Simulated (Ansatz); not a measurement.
# As2 (triplet): from Hartree-Fock to the top rungs, cc-pVTZ

An exercise on one series of results from a longer session: the logs are not shown, and one member is left open.

Computed with Ansatz 0.2.0, Gaussian basis. Level: cc-pVTZ, core rule «outside noble gas», up to 28 orbitals frozen.

The runs, in order: UHF; CCSD(T) on ROHF; CCSD(T) on UHF; BCCD(T) on ROHF; CISD as a restricted active space (open shells left free, so some higher excitations enter); CCSDT(Q) on ROHF; CCSDT(Q) on UHF; CASSCF and MRCISD+Q, 10 electrons in 8 orbitals; CASSCF and NEVPT2, 10 electrons in 8 orbitals.

12 further runs of the same task are left out: 5 that didn't finish, 7 set aside as unsound or not needed. Runs told in other sessions of the task aren't counted.

### The geometry

The geometry is a PBE0/def2-TZVP stationary point (not a proven minimum) of the parent state, kept for this charge and spin. No spin-orbit coupling is included. The filled d shell of As may be among the frozen orbitals whatever the setting's name suggests.

2 atoms, charge 0, spin multiplicity 3.

Atoms are counted from 1 here; the program's logs count them from 0.

Bond lengths: As1–As2 2.089 Å.

Set-up of the first run:

Input file in.yaml:

```yaml
crystal:
  periodic: [false, false, false]
  atoms:
    - {symbol: As, position_ang: [0.000000, 0.000000, 0.000000]}
    - {symbol: As, position_ang: [0.000000, 0.000000, 2.089000]}
basis:
  gaussian: {orbitals: cc-pVTZ}
magnetization: {spin_polarized: true, initial_magnetization: 2}
hamiltonian: {xc: hf}
output: {orbitals: {seedname: orbitals}}
```

The run is started by

```bash
> ansatz run in.yaml --threads 1 --pin off --events-out ev --progress --plain --max-ram 2393MiB
```

Steps of the session up to this table: UHF; CCSD(T) on ROHF; CCSD(T) on UHF; BCCD(T) on ROHF; CISD as a restricted active space (open shells left free, so some higher excitations enter); CCSDT(Q) on ROHF; CCSDT(Q) on UHF; CASSCF and MRCISD+Q, 10 electrons in 8 orbitals; CASSCF and NEVPT2, 10 electrons in 8 orbitals.

One of the session's tables, all rows but one given; the rest of the session is left out.

It belongs to the step «Misses and costs». 

| method | from RCCSDT(Q) (kcal/mol) |
| --- | --- |
| ROHF | +164.74 |
| UHF | +157.64 |
| RMP2 | +32.87 |
| UMP2 | +40.76 |
| CISD | +28.01 |
| RCCSD | +16.10 |
| UCCSD | +16.43 |
| RCCSD(T) | +7.39 |
| UCCSD(T) | ? |
| BCCD(T) | +7.54 |
| RCCSDT | +2.94 |
| UCCSDT | +3.22 |
| RCCSDT(Q) | 0 |
| UCCSDT(Q) | +0.03 |
| CASSCF valence | +127.06 |
| NEVPT2 valence | +26.52 |
| MRCISD valence | +13.42 |
| MRCISD+Q valence | +2.33 |

**Question.** Estimate the row for UCCSD(T).

The run gave: from RCCSDT(Q) (kcal/mol): +7.90. In the column «from RCCSDT(Q) (kcal/mol)» it lies between BCCD(T) (+7.54) and MRCISD valence (+13.42).

The program flags UCCSD(T), RCCSDT(Q), UCCSDT(Q) as in doubt (see the logs), so the zero of the table is itself unsure.

Caveats from the session: The report flags that the cluster equations may have other roots. The program flags UCCSD(T), RCCSDT(Q), UCCSDT(Q) as in doubt, so the zero of the table is itself unsure. Restricted and unrestricted rows rest on different reference determinants; a gap between their highest levels can come from leftover correlation error, from unlike frozen cores or from another state.
